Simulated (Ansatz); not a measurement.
This was printed by a script on Ansatz 0.2.0, Python API, for a band structure of InNi3N, space group Pm-3m. What did the script look like? Use: r2SCAN, PAW, cutoff 653 eV, 6×6×6 k-points, Fermi-Dirac smearing of 0.05 eV, collinear spin.

```
CELL_PARAMETERS angstrom
3.83986 0.00000 0.00000
0.00000 3.83986 0.00000
0.00000 0.00000 3.83986
ATOMIC_POSITIONS crystal
In 0.00000 0.00000 0.00000
Ni 0.50000 0.50000 0.00000
Ni 0.50000 0.00000 0.50000
Ni 0.00000 0.50000 0.50000
N 0.50000 0.50000 0.50000
```

`python bands_inni3n.py` gives:
```text
DeckWarning: the band count 44 (scf.n_extra_bands) hosts the net moment |M| = 6.0000 μB (N_el = 72) but caps the reachable moment at 2·n_bands − N_el = 16.0000 μB, below the 47 bands that the [...]
  iteration   1  Harris-Foulkes -23523.32235 eV  residual 2.33e+00
  iteration   2  Harris-Foulkes -23526.50182 eV  residual 1.42e+00
  iteration   3  Harris-Foulkes -23530.10094 eV  residual 8.34e-01
  iteration   4  Harris-Foulkes -23531.60107 eV  residual 5.28e-01
  iteration   5  Harris-Foulkes -23532.11763 eV  residual 2.13e-01
  iteration   6  Harris-Foulkes -23532.88029 eV  residual 9.21e-02
  iteration   7  Harris-Foulkes -23532.92040 eV  residual 5.75e-02
  iteration   8  Harris-Foulkes -23533.09407 eV  residual 1.94e-02
  iteration   9  Harris-Foulkes -23533.18875 eV  residual 2.67e-03
  iteration  10  Harris-Foulkes -23533.18805 eV  residual 5.96e-04
  iteration  11  Harris-Foulkes -23533.18810 eV  residual 1.61e-04
  iteration  12  Harris-Foulkes -23533.18831 eV  residual 1.17e-04
  iteration  13  Harris-Foulkes -23533.18874 eV  residual 5.69e-05
  iteration  14  Harris-Foulkes -23533.18874 eV  residual 5.04e-05
  iteration  15  Harris-Foulkes -23533.18879 eV  residual 2.48e-07
  iteration  16  Harris-Foulkes -23533.18881 eV  residual 3.89e-07
  iteration  17  Harris-Foulkes -23533.18882 eV  residual 7.02e-08
  iteration  18  Harris-Foulkes -23533.18882 eV  residual 2.68e-08
  iteration  19  Harris-Foulkes -23533.18882 eV  residual 1.02e-08
  iteration  20  Harris-Foulkes -23533.18882 eV  residual 3.82e-09
  iteration  21  Harris-Foulkes -23533.18882 eV  residual 2.84e-10
  iteration  22  Harris-Foulkes -23533.18882 eV  residual 6.09e-11
RunWarning: the starting moments were not kept: the SCF closed with an absolute magnetisation of 2.9e-5 μB, where they sum to 6 μB in size (3 sites). That is at most 0.1 of that sum. Measured as [...]
F = -23533.1888 eV for 5 atoms
E(sigma -> 0) = -23533.1787 eV, TS = 0.02022 eV
closed by deck_thresholds after 22 iterations
zero of the bands: 17.161 eV, the Fermi level found on the SCF mesh
channel 0 - computed levels within 4 eV of the Fermi level
  G    -3.511  -3.511  -3.511  -3.205  -3.205  -1.639  -1.639  -1.598  -1.598  -1.598  -1.045  -1.045  -1.045  -0.812   1.029   2.526   2.526   2.526
  X    -3.411  -3.351  -3.351  -2.389  -2.097  -1.786  -1.786  -1.757  -1.752  -1.335  -1.045  -0.880  -0.880   1.247   1.666
  M    -3.156  -2.540  -2.540  -2.402  -2.402  -1.748  -1.733  -1.716  -1.399  -0.959  -0.610  -0.610  -0.207   3.357   3.451   3.451
  G    -3.511  -3.511  -3.511  -3.205  -3.205  -1.639  -1.639  -1.598  -1.598  -1.598  -1.045  -1.045  -1.045  -0.812   1.029   2.526   2.526   2.526
  R    -2.921  -2.921  -2.921  -2.486  -2.486  -2.486  -2.404  -2.404  -2.404  -1.355  -1.355  -1.011  -1.011  -1.011   0.611   0.611   0.611   1.545
  X    -3.411  -3.351  -3.351  -2.389  -2.097  -1.786  -1.786  -1.757  -1.752  -1.335  -1.045  -0.880  -0.880   1.247   1.666
channel 1 - computed levels within 4 eV of the Fermi level
  G    -3.511  -3.511  -3.511  -3.205  -3.205  -1.639  -1.639  -1.598  -1.598  -1.598  -1.045  -1.045  -1.045  -0.812   1.029   2.526   2.526   2.526
  X    -3.411  -3.351  -3.351  -2.389  -2.097  -1.786  -1.786  -1.757  -1.752  -1.335  -1.045  -0.880  -0.880   1.247   1.666
  M    -3.156  -2.540  -2.540  -2.402  -2.402  -1.748  -1.733  -1.716  -1.399  -0.959  -0.610  -0.610  -0.207   3.357   3.451   3.451
  G    -3.511  -3.511  -3.511  -3.205  -3.205  -1.639  -1.639  -1.598  -1.598  -1.598  -1.045  -1.045  -1.045  -0.812   1.029   2.526   2.526   2.526
  R    -2.921  -2.921  -2.921  -2.486  -2.486  -2.486  -2.404  -2.404  -2.404  -1.355  -1.355  -1.011  -1.011  -1.011   0.611   0.611   0.611   1.545
  X    -3.411  -3.351  -3.351  -2.389  -2.097  -1.786  -1.786  -1.757  -1.752  -1.335  -1.045  -0.880  -0.880   1.247   1.666
```
(Warnings from the package without file and line, shortened.)

The script that was run (others could print the same):

`bands_inni3n.py`
```python
"""Bands of InNi3N along a path through the zone."""

import ansatz as az
import numpy as np


def main() -> None:
    system = (
        az.Lattice.of((3.839856, 0.0, 0.0), (0.0, 3.839856, 0.0), (0.0, 0.0, 3.839856))
        .atom("In", (0.0, 0.0, 0.0))
        .atom("Ni", (0.5, 0.5, 0.0))
        .atom("Ni", (0.5, 0.0, 0.5))
        .atom("Ni", (0.0, 0.5, 0.5))
        .atom("N", (0.5, 0.5, 0.5))
        .moments(Ni=2.0)
    )

    # vertices of the path, as fractions of the reciprocal vectors
    path = [
        ("G", (0.0, 0.0, 0.0)),
        ("X", (0.0, 0.5, 0.0)),
        ("M", (0.5, 0.5, 0.0)),
        ("G", (0.0, 0.0, 0.0)),
        ("R", (0.5, 0.5, 0.5)),
        ("X", (0.0, 0.5, 0.0)),
    ]
    setup = system.calculation()
    setup = setup.kpoints(6)
    setup = setup.spin("collinear")
    setup = setup.functional("r2scan")
    setup = setup.basis(24 * az.Ha).occupations("Fermi-Dirac", width=0.05)
    setup = setup.band_structure([point for _, point in path], intervals=4)
    setup = setup.scf(extra_bands=8)
    def show(event):
        row = event["data"]
        if event["event"] == "scf_iter" and row.get("harris_foulkes_ev") is not None:
            print(f"  iteration {row['iter']:3d}  Harris-Foulkes {row['harris_foulkes_ev']:.5f} eV  residual {row['dr2_ev']:.2e}")


    result = setup.session().plan().execute(on_event=show)
    data = result.report

    n_atoms = len(data["lattice"]["sites"])
    print("F =", round(data["free_energy_ev"], 4), "eV for", n_atoms, "atoms")
    print("E(sigma -> 0) =", round(data["energy_sigma0_ev"], 4), "eV, TS =", round(data["entropy_ts_ev"], 5), "eV")
    print("closed by", data["closed_by"], "after", data["n_iterations"], "iterations")

    bands = result.band_structure()
    fermi = bands.fermi_energy_ev
    print(f"zero of the bands: {fermi:.3f} eV, the Fermi level found on the SCF mesh")
    for spin, channel in enumerate(bands.channels):
        print("channel", spin, "- computed levels within 4 eV of the Fermi level")
        for i, (label, _) in enumerate(path):
            levels = channel.eigenvalues_ev[i * 4] - fermi
            print(f"  {label:3s}", " ".join(f"{e:7.3f}" for e in levels if abs(e) < 4))


if __name__ == "__main__":
    main()
```

What to keep in mind:
- Absolute energies stand on the zero of these potentials, so only differences at equal settings mean something. A total without «per atom» is that of the cell as typed.
- The SCF didn't keep the moments it started from (some shrank, vanished or turned); what is printed is the state reached.
- For a metal this k-point mesh is coarse: on a finer one energies can move by several to tens of meV an atom and pressures by half a GPa or more, differences at one mesh by less.
- r2SCAN tends to overestimate the moments of itinerant magnets.
- This cell is a computed structure, which may not be the phase found in nature.
- Gaps and levels are Kohn-Sham values on a finite set of k-points, without spin-orbit coupling.
- Run time: 62 s on 1 thread of Arm Neoverse V1, on a shared host, peak memory 0.72 GiB.

(Lines on the test bed's own set-up are left out of the output.)
